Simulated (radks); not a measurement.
# V²⁺ with its nuclear charge varied continuously

The task here is to estimate one member of a computed series from the others.

Method: scalar-relativistic Kohn-Sham, r2SCAN, spin-polarised, spherical densities, finite nucleus; open shells are filled with parallel spins first. Code: radks (a radial shooting solver on a logarithmic mesh, Libxc functionals) version 1.

**Starting point**

```
element            : vanadium (Z = 23)
charge             : +2
electrons          : 21
configuration      : [Ar] 3d3
nuclear rms radius : 3.6002 fm
```

Outer shells as boxes (Hund's rule):

V²⁺
```
[Ar] core
3d [↑ ][↑ ][↑ ][  ][  ]
```

Set-up of the first run:

The run's settings:

```text
Z 23
configuration [Ar] 3d3
relativity scalar-relativistic
functional r2scan,r2scan
spin polarised
nucleus finite rms 3.6002 fm
c 137.035999084
```

Steps of the session up to this table: Z = 23.

One of the session's tables, all rows but one given; the rest of the session is left out.

It belongs to the step «Z = 23». Radial moments (bohr):

| level | <r> | outermost maximum (interpolated) | 90 % within | nodes |
| --- | --- | --- | --- | --- |
| 2p up | 0.2741 | 0.208 | 0.450 | 0 |
| 2p down | 0.2735 | 0.208 | 0.449 | 0 |
| 3s up | 0.9490 | 0.820 | 1.42 | 2 |
| 3s down | 0.9514 | 0.820 | 1.42 | 2 |
| 3p up | ? | ? | ? | ? |
| 3p down | 1.018 | 0.848 | 1.57 | 1 |
| 3d up | 1.296 | 0.890 | 2.20 | 0 |
| 3d down | 1.317 | 0.896 | 2.25 | 0 |

Estimate the missing values for 3p up.

As computed: <r>: 1.015; outermost maximum (interpolated): 0.847; 90 % within: 1.56; nodes: 1. In the column «<r>» it lies between 3s down (0.9514) and 3p down (1.018).

Limits of these values: At Z = 23 the central difference of E is -97.665 hartree, against -97.603 from the Hellmann-Feynman theorem; the scalar-relativistic energy here is not variational, so the two differ by a part that grows with Z.
